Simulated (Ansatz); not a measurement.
# BaHf3H2: the cost of one run

Computed with Ansatz 0.2.0 (DFT PBE, scalar-relativistic, plane waves, PAW, unless a step's input says otherwise).

1 further run of the same task is left out (it didn't finish).

## (1) Starting point

Symmetry: P-3m1, No. 164, trigonal system. The conventional cell has a = 4.505 Å, b = 4.505 Å, c = 7.101 Å, α = 90.00°, β = 90.00°, γ = 120.00°. Ba (site symmetry -3m) is surrounded by 6 H at 3.14 Å and 8 Hf at 3.55 to 3.60 Å. Hf (site symmetry -3m) has 6 Hf at 2.81 Å and 6 H at 3.16 Å in its first shell of neighbours. Around Hf (site symmetry 3m) lie 4 H at 2.70 to 2.85 Å and 3 Hf at 2.81 Å. H (site symmetry 3m) has 7 Hf at 2.70 to 3.16 Å and 3 Ba at 3.14 Å in its first shell of neighbours.

Coordinates:

```
CELL_PARAMETERS angstrom
4.50497 0.00000 0.00000
-2.25248 3.90141 0.00000
0.00000 0.00000 7.10130
ATOMIC_POSITIONS crystal
Ba 0.00000 0.00000 0.00000
Hf 0.00000 0.00000 0.50000
Hf 0.66667 0.33333 0.64932
Hf 0.33333 0.66667 0.35068
H 0.66667 0.33333 0.24834
H 0.33333 0.66667 0.75166
```

A structure generator made this guess: species swapped into a database cell of Li3GdBi2 (P-3m1, No. 164), with Hf on the Li sites, Ba on the Gd sites and H on the Bi sites. Its size is a rough estimate.

## (2) Probe: one point on a coarse mesh

The input, input.yaml:

```yaml
crystal:
  lattice:
    - [4.50496532, 0.0, 0.0]
    - [-2.25248266, 3.90141441, 0.0]
    - [0.0, 0.0, 7.10130391]
  atoms:
    - { symbol: Ba, position: [0.0, 0.0, 0.0] }
    - { symbol: Hf, position: [0.0, 0.0, 0.5] }
    - { symbol: Hf, position: [0.66666667, 0.33333333, 0.64931577] }
    - { symbol: Hf, position: [0.33333333, 0.66666667, 0.35068423] }
    - { symbol: H, position: [0.66666667, 0.33333333, 0.24834116] }
    - { symbol: H, position: [0.33333333, 0.66666667, 0.75165884] }
basis:
  ecutwfc: 420
kpoints:
  mp_grid: { grid: [6, 6, 4] }
hamiltonian:
  xc: pbe
scf:
  occupations: { method: gaussian, width: 0.1 }
  lower_state_search: "off"
output:
  forces: true
  stress: true
  eigenvalues: true
```

The run is started by

```console
> ansatz run input.yaml --threads 1 --pin off --max-ram 2560MiB --backend cpu --events-out ev --progress --plain --runs-dir out
```

What time and memory should one allow on 1 thread of Intel Xeon Platinum 8259CL at 2.50GHz (Skylake/Cascade Lake), shared host?

About 10 s, with a peak of 0.49 GiB.
